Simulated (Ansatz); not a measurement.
# YMg2O2: the cost of one run

Computed with Ansatz 0.2.0 (DFT PBE, scalar-relativistic, plane waves, PAW, unless a step's input says otherwise).

1 further run of the same task is left out (it didn't finish).

### Step 1. The structure to begin with

The structure is hexagonal, space group P6/mmm (No. 191). Conventional cell: a = 4.174 Å, b = 4.174 Å, c = 5.777 Å, α = 90.00°, β = 90.00°, γ = 120.00°. Y (site symmetry 6/mmm) is surrounded by 2 O at 2.20 Å. Mg (site symmetry -6m2) has 3 Mg at 2.41 Å and 6 O at 2.51 Å as nearest neighbours. O (site symmetry 6mm) has 1 O at 1.38 Å as nearest neighbours.

As a file:

```
Y Mg O
1.0
     4.17450    0.00000    0.00000
    -2.08725    3.61522    0.00000
     0.00000    0.00000    5.77740
Y Mg O
1 2 2
Direct
  0.00000 0.00000 0.50000
  0.33333 0.66667 0.00000
  0.66667 0.33333 0.00000
  0.00000 0.00000 0.88089
  0.00000 0.00000 0.11911
```

The cell is invented: random cell by space group and Wyckoff sites (P6/mmm, No. 191). The dimensions are guesses.

### Step 2. A first look at the guess

Input file input.yaml:

```yaml
crystal:
  lattice:
    - [4.17449577, 0.0, 0.0]
    - [-2.08724789, 3.61521939, 0.0]
    - [0.0, 0.0, 5.77740053]
  atoms:
    - { symbol: "Y", position: [0.0, 0.0, 0.5] }
    - { symbol: Mg, position: [0.33333333, 0.66666667, 0.0] }
    - { symbol: Mg, position: [0.66666667, 0.33333333, 0.0] }
    - { symbol: O, position: [0.0, 0.0, 0.88088517] }
    - { symbol: O, position: [0.0, 0.0, 0.11911483] }
basis:
  ecutwfc: 420
kpoints:
  mp_grid: { grid: [6, 6, 4] }
hamiltonian:
  xc: pbe
scf:
  occupations: { method: gaussian, width: 0.1 }
  lower_state_search: "off"
output:
  forces: true
  stress: true
  eigenvalues: true
```

The run is started by

```
$ ansatz run input.yaml --threads 1 --pin off --max-ram 2560MiB --backend cpu --events-out ev --progress --plain --runs-dir out
```

Q: Estimate wall time and peak memory on 1 thread of Arm Neoverse V2, shared host.

About 2.6 s, with a peak of 0.35 GiB.
